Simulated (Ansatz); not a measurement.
# CaHN: the cost of one run

Method: DFT r2SCAN, scalar-relativistic, plane waves, PAW, in Ansatz 0.2.0.

## 1. The structure to begin with

Symmetry: I4mm, No. 107, tetragonal system. The conventional cell has a = 3.528 Å, b = 3.528 Å, c = 5.678 Å, α = 90.00°, β = 90.00°, γ = 90.00°. Ca (site symmetry 4mm) has 5 N at 2.31 to 2.55 Å and 5 H at 2.34 to 2.54 Å as nearest neighbours. Around H (site symmetry 4mm) lie 1 N at 1.03 Å. N (site symmetry 4mm) is surrounded by 1 H at 1.03 Å.

As a file:

```cif
data_structure
_symmetry_space_group_name_H-M 'I4mm'
_symmetry_Int_Tables_number 107
_cell_length_a 3.5281
_cell_length_b 3.5281
_cell_length_c 5.6781
_cell_angle_alpha 90.000
_cell_angle_beta 90.000
_cell_angle_gamma 90.000
_cell_volume 70.68
loop_
_atom_site_label
_atom_site_type_symbol
_atom_site_symmetry_multiplicity
_atom_site_Wyckoff_symbol
_atom_site_fract_x
_atom_site_fract_y
_atom_site_fract_z
_atom_site_occupancy
Ca1 Ca 2 a 0.00000 0.00000 0.05172 1
H1 H 2 a 0.50000 0.50000 0.13994 1
N1 N 2 a 0.00000 0.00000 0.45835 1
```

The structure comes from the Materials Project (structure only).

## 2. Quick check of gap, pressure and forces

input.yaml reads:

```yaml
crystal:
  lattice:
    - [-1.7640407162, 1.7640407162, 2.8390341091]
    - [1.7640407162, -1.7640407162, 2.8390341091]
    - [1.7640407162, 1.7640407162, -2.8390341091]
  atoms:
    - { symbol: Ca, position: [0.05171591, 0.05171591, 0.0] }
    - { symbol: H, position: [0.63993544, 0.63993544, 0.0] }
    - { symbol: "N", position: [0.45834965, 0.45834965, 0.0] }
basis:
  ecutwfc: 500
kpoints:
  mp_grid: { grid: [8, 8, 8] }
hamiltonian:
  xc: r2scan
scf:
  occupations: { method: gaussian, width: 0.1 }
output:
  forces: true
  stress: true
  eigenvalues: true
```

What time and memory should one allow on 1 thread of an x86-64 CPU, shared host?

About 4.3 s, with a peak of 0.5 GiB.
